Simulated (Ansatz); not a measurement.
**One shape, several levels: quartet GeSiH5**

Wanted: a comparison of 3 runs (UHF/STO-3G, U-r2SCAN/aug-cc-pVDZ, UB3LYP/aug-cc-pVDZ) of quartet GeSiH5. 

Program for the calculation: Ansatz 0.2.0.

27 further runs of the same task are left out: 27 set aside as unsound or not needed.

### Step 1. Starting point

The species is GeSiH5 (7 atoms), meant as a quartet with charge 0. SMILES of the parent species: `[SiH2][GeH3]`. Geometry: relaxed at PBE0-D4/def2-TZVP. That shape belongs to the parent species and isn't relaxed for this state.

Bond lengths: Si1–Ge2 2.370 Å, Si1–H3 1.489 Å, Si1–H4 1.489 Å, Ge2–H5 1.537 Å, Ge2–H6 1.541 Å, Ge2–H7 1.537 Å. Angles: Si1–Ge2–H5 109.6°, Si1–Ge2–H6 112.0°, Si1–Ge2–H7 109.7°, Ge2–Si1–H3 113.4°, Ge2–Si1–H4 113.3°, H5–Ge2–H6 108.4°, H5–Ge2–H7 108.7°, H6–Ge2–H7 108.4°, H3–Si1–H4 109.6°.

### Step 2. The energy at UHF/STO-3G (run 1)

in.yaml

```yaml
crystal:
  periodic: [false, false, false]
  atoms:
    - {symbol: Si, position_ang: [-0.094700, -1.423600, -0.163400]}
    - {symbol: Ge, position_ang: [0.288700, 0.914700, -0.097700]}
    - {symbol: H, position_ang: [0.173200, -2.103400, 1.133900]}
    - {symbol: H, position_ang: [-1.456400, -1.784700, -0.645400]}
    - {symbol: H, position_ang: [0.037100, 1.517100, -1.489000]}
    - {symbol: H, position_ang: [-0.633800, 1.622900, 0.913200]}
    - {symbol: H, position_ang: [1.746900, 1.189100, 0.302700]}
basis:
  gaussian:
    orbitals: STO-3G
magnetization:
  spin_polarized: true
  initial_magnetization: 3
hamiltonian:
  xc: hf
accuracy: high
output: {orbitals: {seedname: orbitals}}
```

On the command line:

```
ansatz run in.yaml --threads 1 --pin off --max-ram 3480MiB --events-out events.jsonl --progress --plain --runs-dir runs
```

What it wrote:

```text
Warning: RAYON_NUM_THREADS=1 ignored (pool sized by the plan → 1); use --threads N
Functional definition: HF
  name "HF"
  exchange = exact_x
  correlation = 0
500 factors; integrals over basis functions are off by at most 4.2e-9 eV
mean field evaluation 1: about -63669.4936 eV, gradient 7.3e0 eV
mean field evaluation 2: about -63669.5634 eV, gradient 7.2e0 eV
mean field evaluation 4: about -63671.0636 eV, gradient 1.9e0 eV
mean field evaluation 8: about -63671.2893 eV, gradient 9.4e-4 eV
mean field evaluation 16: about -63662.1955 eV, gradient 8.7e0 eV
mean field -63671.28583099 eV, -2339.8765963412 hartree, gradient 2.4e-8 eV, S^2 3.753439; 1 other end points of the search recorded, 0 dependent functions left out
reference -63671.28583099 eV, -2339.8765963412 hartree; 27, 24 occupied and 5, 8 virtual orbitals, 500 factors
Total energy: -63671.28583099 eV, -2339.8765963412 hartree
```

It took 0.5 s on 1 thread of Arm Neoverse V1, shared host.

### Step 3. A single-point energy at U-r2SCAN/aug-cc-pVDZ (run 2)

molecule.yaml

```yaml
crystal:
  periodic: [false, false, false]
  atoms:
    - {symbol: Si, position_ang: [-0.094700, -1.423600, -0.163400]}
    - {symbol: Ge, position_ang: [0.288700, 0.914700, -0.097700]}
    - {symbol: H, position_ang: [0.173200, -2.103400, 1.133900]}
    - {symbol: H, position_ang: [-1.456400, -1.784700, -0.645400]}
    - {symbol: H, position_ang: [0.037100, 1.517100, -1.489000]}
    - {symbol: H, position_ang: [-0.633800, 1.622900, 0.913200]}
    - {symbol: H, position_ang: [1.746900, 1.189100, 0.302700]}
basis:
  gaussian: {orbitals: aug-cc-pVDZ}
magnetization: {spin_polarized: true, initial_magnetization: 3}
hamiltonian: {xc: r2scan}
accuracy: high
output: {orbitals: {seedname: orbitals}}
```

On the command line:

```
ansatz run molecule.yaml --threads 1 --pin off --max-ram 3480MiB --events-out events.jsonl --progress --plain --runs-dir runs
```

What it wrote:

```text
Warning: RAYON_NUM_THREADS=1 ignored (pool sized by the plan → 1); use --threads N
Functional definition: r2SCAN
  name "r2SCAN"
  parameter k0 = 0.174
  parameter k1 = 0.065
  parameter a1 = 4.9479
  exchange = r2scan_x(k0 = k0, k1 = k1, a1 = a1)
  correlation = r2scan_c
2189 factors; integrals over basis functions are off by at most 4.4e-9 eV
mean field evaluation 1: about -64466.3943 eV, gradient 9.9e0 eV
mean field evaluation 2: about -64466.8351 eV, gradient 6.1e0 eV
mean field evaluation 4: about -64467.2655 eV, gradient 6.1e-1 eV
mean field evaluation 8: about -64467.2702 eV, gradient 1.3e-1 eV
mean field evaluation 16: about -64467.1534 eV, gradient 3.5e0 eV
mean field evaluation 32: about -64466.2850 eV, gradient 3.1e0 eV
mean field evaluation 64: about -64466.3416 eV, gradient 1.9e0 eV
mean field -64467.33041431 eV, -2369.1306952000 hartree, gradient 3.0e-8 eV, S^2 3.758340; 10 other end points of the search recorded, 0 dependent functions left out
reference -64467.33043914 eV, -2369.1306961125 hartree; 27, 24 occupied and 81, 84 virtual orbitals, 2189 factors
Total energy: -64467.33043914 eV, -2369.1306961125 hartree
```

Run time: 2.5 min. Hardware: 1 thread of Arm Neoverse V1, shared host; peak memory 0.57 GiB.

### Step 4. A single-point energy at UB3LYP/aug-cc-pVDZ (run 3)

input.yaml

```yaml
crystal:
  periodic: [false, false, false]
  atoms:
    - {symbol: Si, position_ang: [-0.094700, -1.423600, -0.163400]}
    - {symbol: Ge, position_ang: [0.288700, 0.914700, -0.097700]}
    - {symbol: H, position_ang: [0.173200, -2.103400, 1.133900]}
    - {symbol: H, position_ang: [-1.456400, -1.784700, -0.645400]}
    - {symbol: H, position_ang: [0.037100, 1.517100, -1.489000]}
    - {symbol: H, position_ang: [-0.633800, 1.622900, 0.913200]}
    - {symbol: H, position_ang: [1.746900, 1.189100, 0.302700]}
basis:
  gaussian: {orbitals: aug-cc-pVDZ}
magnetization: {spin_polarized: true, initial_magnetization: 3}
output: {orbitals: {seedname: orbitals}}
accuracy: high
hamiltonian: {xc: {name: B3LYP}}
```

On the command line:

```
ansatz run input.yaml --threads 1 --pin off --max-ram 3480MiB --events-out events.jsonl --progress --plain --runs-dir runs
```

What it wrote:

```text
Warning: RAYON_NUM_THREADS=1 ignored (pool sized by the plan → 1); use --threads N
Functional definition: B3LYP
  name "B3LYP"
  parameter a0 = 0.2
  parameter ax = 0.72
  parameter ac = 0.81
  exchange = (1 - a0 - ax)*slater_x + ax*b88_x + a0*exact_x
  correlation = (1 - ac)*vwn_rpa_c + ac*lyp_c
2189 factors; integrals over basis functions are off by at most 4.4e-9 eV
mean field evaluation 1: about -64469.4420 eV, gradient 9.1e0 eV
mean field evaluation 2: about -64470.1259 eV, gradient 3.9e0 eV
mean field evaluation 4: about -64470.2815 eV, gradient 2.6e-1 eV
mean field evaluation 8: about -64470.3124 eV, gradient 6.4e-2 eV
mean field evaluation 16: about -64470.3126 eV, gradient 1.7e-3 eV
mean field evaluation 32: about -64470.3126 eV, gradient 1.7e-5 eV
mean field evaluation 64: about -64470.2021 eV, gradient 1.1e0 eV
mean field -64470.31260924 eV, -2369.2402888422 hartree, gradient 4.8e-8 eV, S^2 3.753453; 8 other end points of the search recorded, 0 dependent functions left out
reference -64470.31264781 eV, -2369.2402902595 hartree; 27, 24 occupied and 81, 84 virtual orbitals, 2189 factors
Total energy: -64470.31264781 eV, -2369.2402902595 hartree
```

Run time: 64 s. Hardware: 1 thread of Arm Neoverse V1, shared host; peak memory 0.55 GiB.

### Step 5. All runs side by side

```
run                 level   energy (Eh)  HOMO energy (eV)   ⟨S²⟩  wall time
  1            UHF/STO-3G  -2339.876596              0.88  3.753      0.5 s
  2  U-r2SCAN/aug-cc-pVDZ  -2369.130696             -1.94  3.758    2.5 min
  3    UB3LYP/aug-cc-pVDZ  -2369.240290             -2.31  3.753       64 s
```

### Step 6. Summary of results

```
                                 quantity           value
                      run 3: total energy  -2369.24029 Eh
run 3: HOMO energy (highest over α and β)        -2.31 eV
                              run 3: ⟨S²⟩           3.753
```

In words: Totals of different functionals can't be ranked against each other. In run 1 the basis is minimal, so the values are rough. All runs together took 3.6 min, the longest 2.5 min.
